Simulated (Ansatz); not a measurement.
# AlBBrH₃: one structure at several levels

The atoms stand at a structure displaced at random from a GFN2-xTB minimum. How far do the functionals agree with one another there?

Method: single points in def2-TZVPP; program: Ansatz 0.2.0, Gaussian basis.

Filled d shells of the heavier atoms are correlated.

1 further run of the same task is left out (it didn't finish).

### 1 Starting geometry

SMILES `[AlH2][BH]Br`, 6 atoms, charge 0, spin multiplicity 1.

Atoms are counted from 1 here; the program's logs count them from 0.

Bond lengths: Al1–B2 2.081 Å, Al1–H4 1.582 Å, Al1–H5 1.569 Å, B2–Br3 1.882 Å, B2–H6 1.184 Å. Angles: B2–Al1–H4 113.9°, B2–Al1–H5 129.0°, H4–Al1–H5 117.1°, Al1–B2–Br3 97.3°, Al1–B2–H6 149.1°, Br3–B2–H6 113.6°.

Geometry (Å):

```
Al   -0.70650    0.49670   -0.52260
B     0.83620   -0.06080    0.75790
Br    0.84950   -1.89410    0.33090
H    -1.30620   -0.70190   -1.36320
H    -1.32060    1.91990   -0.76710
H     1.62870    0.23880    1.58500
```

### 2 PBE0-D4/def2-TZVPP

File run/in.yaml:

```yaml
crystal:
  periodic: [false, false, false]
  atoms:
    - {symbol: Al, position_ang: [-0.706500, 0.496700, -0.522600]}
    - {symbol: B, position_ang: [0.836200, -0.060800, 0.757900]}
    - {symbol: Br, position_ang: [0.849500, -1.894100, 0.330900]}
    - {symbol: H, position_ang: [-1.306200, -0.701900, -1.363200]}
    - {symbol: H, position_ang: [-1.320600, 1.919900, -0.767100]}
    - {symbol: H, position_ang: [1.628700, 0.238800, 1.585000]}
basis:
  gaussian: {orbitals: def2-TZVPP}
hamiltonian: {xc: pbe0, dispersion: d4}
output: {forces: true, orbitals: {seedname: orbitals}}
```

No record of the launch command was kept for these runs.

### 3 wB97M-V/def2-TZVPP

Changes to run/in.yaml since step 2:

```diff
@@ -11,3 +11,3 @@
   gaussian: {orbitals: def2-TZVPP}
-hamiltonian: {xc: pbe0, dispersion: d4}
-output: {forces: true, orbitals: {seedname: orbitals}}
+hamiltonian: {xc: {name: wB97M-V}}
+output: {forces: true}
```

### 4 r2SCAN-D4/def2-TZVPP

Changes to run/in.yaml since step 3:

```diff
@@ -11,3 +11,3 @@
   gaussian: {orbitals: def2-TZVPP}
-hamiltonian: {xc: {name: wB97M-V}}
+hamiltonian: {xc: r2scan, dispersion: d4}
 output: {forces: true}
```

### 5 PBE-D4/def2-TZVPP

Changes to run/in.yaml since step 4:

```diff
@@ -11,3 +11,3 @@
   gaussian: {orbitals: def2-TZVPP}
-hamiltonian: {xc: r2scan, dispersion: d4}
+hamiltonian: {xc: pbe, dispersion: d4}
 output: {forces: true}
```

### 6 BHLYP-D4/def2-TZVPP

Changes to run/in.yaml since step 5:

```diff
@@ -11,3 +11,3 @@
   gaussian: {orbitals: def2-TZVPP}
-hamiltonian: {xc: pbe, dispersion: d4}
+hamiltonian: {xc: {name: BHLYP}, dispersion: d4}
 output: {forces: true}
```

### 7 wB97X-V/def2-TZVPP

Changes to run/in.yaml since step 6:

```diff
@@ -11,3 +11,3 @@
   gaussian: {orbitals: def2-TZVPP}
-hamiltonian: {xc: {name: BHLYP}, dispersion: d4}
+hamiltonian: {xc: {name: wB97X-V}}
 output: {forces: true}
```

(Steps that only read results are left out.)

**Question.** What will these runs give? Wanted: RMS force component; HOMO and LUMO, PBE0-D4.

As calculated:

| quantity | value |
| --- | --- |
| RMS force component | 0.382 to 0.448 eV/Å over the methods |
| HOMO and LUMO, PBE0-D4 | -7.14 and -3.01 eV |

In words: No sound CCSD(T) forces are at hand. Among the functionals the RMS force differs by up to 17 %.
